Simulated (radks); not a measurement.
**Ionisation energy and size from Sc³⁺ to Zn³⁺**

The task here is to estimate one member of a computed series from the others.

Program: radks (a radial shooting solver on a logarithmic mesh, Libxc functionals) version 1. Level of theory: scalar-relativistic Kohn-Sham, r2SCAN, spin-unpolarised, spherical densities, finite nucleus. These are calculated values, not measurements, unless marked.

**Starting point**

```
species : Sc³⁺, Ti³⁺, V³⁺, Cr³⁺, Mn³⁺, Fe³⁺, Co³⁺, Ni³⁺, Cu³⁺, Zn³⁺
runs    : 20, each species and its next ion
```

Set-up of the first run:

Input:

```text
Z 21
configuration [Ar]
relativity scalar-relativistic
functional r2scan,r2scan
spin unpolarised
nucleus finite rms 3.5459 fm
c 137.035999084
```

Steps of the session up to this table: Sc³⁺, [Ar]; Sc⁴⁺, [Ne] 3s2 3p5; Ti³⁺, [Ar] 3d1; Ti⁴⁺, [Ar]; V³⁺, [Ar] 3d2; V⁴⁺, [Ar] 3d1; Cr³⁺, [Ar] 3d3; Cr⁴⁺, [Ar] 3d2; Mn³⁺, [Ar] 3d4; Mn⁴⁺, [Ar] 3d3; Fe³⁺, [Ar] 3d5; Fe⁴⁺, [Ar] 3d4; Co³⁺, [Ar] 3d6; Co⁴⁺, [Ar] 3d5; Ni³⁺, [Ar] 3d7; Ni⁴⁺, [Ar] 3d6; Cu³⁺, [Ar] 3d8; Cu⁴⁺, [Ar] 3d7; Zn³⁺, [Ar] 3d9; Zn⁴⁺, [Ar] 3d8.

One table of the session follows, with a row left open; its other results are not shown here.

```
species  Δ-SCF (eV)  −ε(HOMO) (eV)  its <r> (bohr)
   Sc³⁺      74.651         65.418            1.13
   Ti³⁺      42.552         34.062            1.25
    V³⁺      45.315         36.477            1.17
   Cr³⁺      47.952         38.773            1.10
   Mn³⁺      50.491         40.975            1.04
   Fe³⁺      52.946         43.099           0.986
   Co³⁺           ?              ?               ?
   Ni³⁺      57.653         47.158           0.893
   Cu³⁺      59.920         49.107           0.853
   Zn³⁺      62.136         51.012           0.817
```

Q: Estimate the row for Co³⁺ from the others.

As computed: Δ-SCF (eV): 55.331; −ε(HOMO) (eV): 45.157; its <r> (bohr): 0.937. In the column «Δ-SCF (eV)» it lies between Fe³⁺ (52.946) and Ni³⁺ (57.653).

Spin polarisation and multiplet splitting are left out, so open shells lie too high by an amount that depends on their filling.
